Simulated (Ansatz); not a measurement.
# GaGeHSi: the cost of one run

The runs use Ansatz 0.2.0, Gaussian basis; the settings change from run to run.

38 further runs of the same task are left out: 1 for a known fault of the program, 25 that didn't finish, 12 set aside as unsound or not needed.

## 1. The geometry

The geometry is a PBE0/def2-TZVP stationary point (not a proven minimum) with its atoms shifted at random (size 0.100 Å). No spin-orbit coupling is included. The filled d shell of Ge, Ga may be among the frozen orbitals whatever the setting's name suggests; the logs give the count.

4 atoms, charge 0, spin multiplicity 3.

Atoms are counted from 1 here; the program's logs count them from 0.

Bond lengths: Ge1–Ga2 2.411 Å, Ga2–Si3 2.415 Å, Si3–H4 1.482 Å. Angles: Ge1–Ga2–Si3 173.5°, Ga2–Si3–H4 83.2°.

## 2. CCSD/cc-pVDZ

Input file in.yaml:

```yaml
crystal:
  periodic: [false, false, false]
  atoms:
    - {symbol: Ge, position_ang: [0.064422, -0.309287, 2.984218]}
    - {symbol: Ga, position_ang: [-0.098599, -0.304157, 0.578984]}
    - {symbol: Si, position_ang: [-0.024536, -0.431563, -1.831888]}
    - {symbol: H, position_ang: [0.058713, 1.045007, -1.731314]}
basis:
  gaussian: {orbitals: cc-pVDZ}
magnetization: {spin_polarized: false, initial_magnetization: 2}
hamiltonian: {xc: {name: B3LYP}}
correlation: {method: ccsd, electrons: outside_noble_gas}
```

Command:

```console
$ ansatz run in.yaml --threads 1 --pin off --events-out ev --progress --plain --max-ram 2393MiB
```

**Question.** How long does this run take on 1 thread of Intel Xeon at 2.50GHz, shared host, and how much memory does it need?

About 57 s, with a peak of 0.31 GiB.
